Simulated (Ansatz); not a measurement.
# Cl2F2OW: the cost of one run

The runs use Ansatz 0.2.0, Gaussian basis; the settings change from run to run.

### Step 1. The molecule

The geometry comes from an earlier relaxation with PBE0-D4 in a triple-zeta def2 set; it is a stationary point. W takes a core potential in def2 sets; no spin-orbit term is included.

SMILES `[O]=[W]([F])([F])([Cl])[Cl]`, 6 atoms, charge 0, spin multiplicity 1.

Atoms are counted from 1 here; the program's logs count them from 0.

Bond lengths: O1–W2 1.669 Å, W2–F3 1.856 Å, W2–F4 1.856 Å, W2–Cl5 2.275 Å, W2–Cl6 2.275 Å. Angles: O1–W2–F3 105.5°, O1–W2–F4 105.4°, O1–W2–Cl5 104.0°, O1–W2–Cl6 104.0°, F3–W2–F4 83.3°, F3–W2–Cl5 150.4°, F3–W2–Cl6 86.1°, F4–W2–Cl5 86.1°, F4–W2–Cl6 150.4°, Cl5–W2–Cl6 89.6°.

As a file:

```mol
Cl2F2OW
  3D, bonds by distance, orders not assigned

  6  5  0  0  0  0  0  0  0  0999 V2000
   -0.9473   -0.0468   -1.4635 O   0  0
   -0.0600   -0.0751   -0.0501 W   0  0
   -1.2361   -0.6611    1.2602 F   0  0
    0.6060   -1.8021    0.0809 F   0  0
    2.0372    0.5189   -0.7033 Cl  0  0
   -0.3576    2.0023    0.8297 Cl  0  0
  1  2  8  0
  2  3  8  0
  2  4  8  0
  2  5  8  0
  2  6  8  0
M  END
```

### Step 2. PBE0/ANO-RCC-VTZP

Options: coordinates scaled by 0.92, D3(BJ) dispersion.

in.yaml reads:

```yaml
crystal:
  periodic: [false, false, false]
  atoms:
    - {symbol: O, position_ang: [-0.871507, -0.043015, -1.346434]}
    - {symbol: W, position_ang: [-0.055209, -0.069046, -0.046116]}
    - {symbol: F, position_ang: [-1.137176, -0.608188, 1.159408]}
    - {symbol: F, position_ang: [0.557482, -1.657975, 0.074417]}
    - {symbol: Cl, position_ang: [1.874256, 0.477347, -0.647059]}
    - {symbol: Cl, position_ang: [-0.329024, 1.842089, 0.763281]}
basis:
  gaussian: {orbitals: ANO-RCC-VTZP}
hamiltonian: {xc: {name: PBE0}, dispersion: d3bj}
```

Started as:

```sh
$ ansatz run in.yaml --threads 4 --pin off --events-out ev --progress --plain --max-ram 10444MiB
```

**Question.** How long does this run take on 4 threads of Arm Neoverse V1, shared host, and how much memory does it need?

About 16 s, with a peak of 1.5 GiB.
